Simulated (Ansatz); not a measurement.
# C₂H₆InO radical: how energies converge with the basis set

One table from this session's results is given with a row withheld; the runs are named, their logs left out.

Computed with Ansatz 0.2.0, Gaussian basis. Level: one geometry, several basis sets.

Plan: PBE0-D4/def2-SVP; ωB97M-V/def2-SVP; PBE0-D4/def2-QZVPP; ωB97M-V/def2-QZVPP; the functionals' def2-TZVPP values are taken from earlier runs.

**Structure used throughout**

The geometry comes from an earlier relaxation with PBE0-D4 in a triple-zeta def2 set; it is a stationary point, not always the lowest conformer. In takes the def2 core potential; no spin-orbit term is included.

10 atoms, charge 0, spin multiplicity 2.

Atoms are counted from 1 here; the program's logs count them from 0.

Bond lengths: C1–C2 1.514 Å, C1–H5 1.093 Å, C1–H6 1.097 Å, C1–H7 1.092 Å, C2–In3 2.244 Å, C2–H8 1.090 Å, C2–H9 1.093 Å, In3–O4 2.019 Å, O4–H10 0.959 Å. Angles: C2–C1–H5 112.0°, C2–C1–H6 110.7°, C2–C1–H7 112.0°, H5–C1–H6 107.0°, H5–C1–H7 107.2°, H6–C1–H7 107.6°, C1–C2–In3 109.7°, C1–C2–H8 113.8°, C1–C2–H9 113.1°, In3–C2–H8 107.5°, In3–C2–H9 103.4°, H8–C2–H9 108.7°, C2–In3–O4 106.7°, In3–O4–H10 116.0°.

The first run:

File in.yaml:

```yaml
crystal:
  periodic: [false, false, false]
  atoms:
    - {symbol: C, position_ang: [-1.129268, 0.452562, -0.018925]}
    - {symbol: C, position_ang: [-0.417073, -0.549121, 0.865814]}
    - {symbol: In, position_ang: [1.519170, -1.160860, -0.089369]}
    - {symbol: O, position_ang: [2.131038, 0.401650, -1.212916]}
    - {symbol: H, position_ang: [-1.452156, 0.007665, -0.963119]}
    - {symbol: H, position_ang: [-2.027706, 0.838696, 0.478215]}
    - {symbol: H, position_ang: [-0.494422, 1.306049, -0.264613]}
    - {symbol: H, position_ang: [-0.990741, -1.456422, 1.054426]}
    - {symbol: H, position_ang: [-0.103619, -0.127026, 1.823854]}
    - {symbol: H, position_ang: [2.964786, 0.286807, -1.673367]}
basis:
  gaussian: {orbitals: def2-SVP}
magnetization: {spin_polarized: true, initial_magnetization: 1}
hamiltonian: {xc: pbe0, dispersion: d4}
output: {orbitals: {seedname: orbitals}}
```

Among the steps run: PBE0-D4 in def2-SVP; ωB97M-V in def2-SVP; PBE0-D4 in def2-QZVPP; ωB97M-V in def2-QZVPP.

One table of the session follows, with a row left open; its other results are not shown here.

It belongs to the step «Functionals by basis». 

```
functional       basis  HOMO (eV)  LUMO (eV)
   PBE0-D4    def2-SVP      -5.36      -2.64
   PBE0-D4  def2-TZVPP      -5.46      -2.73
   PBE0-D4  def2-QZVPP          ?          ?
   ωB97M-V    def2-SVP      -7.34      -1.05
   ωB97M-V  def2-TZVPP      -7.45      -1.20
   ωB97M-V  def2-QZVPP      -7.48      -1.28
```

**Question.** Estimate the row for PBE0-D4, def2-QZVPP.

**Answer.** HOMO (eV): -5.50; LUMO (eV): -2.78. In the column «HOMO (eV)» it lies between ωB97M-V, def2-SVP (-7.34) and PBE0-D4, def2-TZVPP (-5.46).
